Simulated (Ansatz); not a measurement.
# GePH3 (triplet): the correlation ladder, cc-pVTZ

Aim: climb from Hartree-Fock through coupled cluster and multireference methods for GePH3 (triplet) at one geometry and basis, and see what each rung misses.

Method: cc-pVTZ, core rule «outside noble gas», up to 19 orbitals frozen; program: Ansatz 0.2.0, Gaussian basis.

To be run: UHF; CCSD(T) on ROHF; CCSD(T) on UHF; BCCD(T) on ROHF; CCSDT(Q) on ROHF; CCSDT(Q) on UHF; CASSCF and NEVPT2, 12 electrons in 11 orbitals.

2 further runs of the same task are left out: 2 set aside as unsound or not needed.

## Step 1: The system

The geometry is a PBE0/def2-TZVP stationary point (not a proven minimum) of the parent state, kept for this charge and spin. No spin-orbit coupling is included. The filled d shell of Ge may be among the frozen orbitals whatever the setting's name suggests; the logs give the count.

5 atoms, charge 0, spin multiplicity 3.

Atoms are counted from 1 here; the program's logs count them from 0.

Bond lengths: Ge1–P2 2.302 Å, Ge1–H3 1.594 Å, P2–H4 1.413 Å, P2–H5 1.413 Å. Angles: P2–Ge1–H3 89.1°, Ge1–P2–H4 105.5°, Ge1–P2–H5 103.2°, H4–P2–H5 98.9°.

As a file:

```xyz
5
GeH3P
Ge   -0.0223   -0.0320    0.7184
P     0.0985    0.0269   -1.5802
H     0.0318    1.5606    0.7372
H    -0.8133    1.0286   -1.9817
H    -0.6412   -1.1122   -1.9714
```

## Step 2: UHF

Contents of in.yaml:

```yaml
crystal:
  periodic: [false, false, false]
  atoms:
    - {symbol: Ge, position_ang: [-0.022273, -0.031961, 0.718401]}
    - {symbol: P, position_ang: [0.098532, 0.026889, -1.580154]}
    - {symbol: H, position_ang: [0.031756, 1.560624, 0.737249]}
    - {symbol: H, position_ang: [-0.813254, 1.028626, -1.981686]}
    - {symbol: H, position_ang: [-0.641236, -1.112189, -1.971370]}
basis:
  gaussian: {orbitals: cc-pVTZ}
magnetization: {spin_polarized: true, initial_magnetization: 2}
hamiltonian: {xc: hf}
output: {orbitals: {seedname: orbitals}}
```

Launch:

```
$ ansatz run in.yaml --threads 1 --pin off --events-out ev --progress --plain --max-ram 4096MiB --backend cpu
```

After this run come: CCSD(T) on ROHF; CCSD(T) on UHF; BCCD(T) on ROHF; CCSDT(Q) on ROHF; CCSDT(Q) on UHF; CASSCF and NEVPT2, 12 electrons in 11 orbitals.

Q: Predict the results of all the runs planned. Wanted: UCCSDT(Q) below the RHF energy; RMP2 from UCCSDT(Q); UMP2 from UCCSDT(Q); RCCSD from UCCSDT(Q); RCCSD(T) from UCCSDT(Q); UCCSD(T) from UCCSDT(Q); RCCSDT(Q) from UCCSDT(Q); NEVPT2 valence from UCCSDT(Q); T1 diagnostic.

As calculated:

```
                         quantity                      value
   UCCSDT(Q) below the RHF energy                 -7.9915 eV
              RMP2 from UCCSDT(Q)            +33.85 kcal/mol
              UMP2 from UCCSDT(Q)            +33.35 kcal/mol
             RCCSD from UCCSDT(Q)             +9.32 kcal/mol
          RCCSD(T) from UCCSDT(Q)             +1.70 kcal/mol
          UCCSD(T) from UCCSDT(Q)             +1.42 kcal/mol
         RCCSDT(Q) from UCCSDT(Q)             +0.27 kcal/mol
    NEVPT2 valence from UCCSDT(Q)            +34.55 kcal/mol
levels within 1 kcal/mol (43 meV)  RCCSDT, UCCSDT, RCCSDT(Q)
                    T1 diagnostic                      0.037
   effectively unpaired electrons                       2.03
```

**Reading.** RCCSD(T) lands +1.70 kcal/mol from the yardstick (0.9 % of the correlation energy). One determinant dominates. These misses are within one basis, not against nature; the frozen cores of restricted and unrestricted runs differ, which can shift their rows.
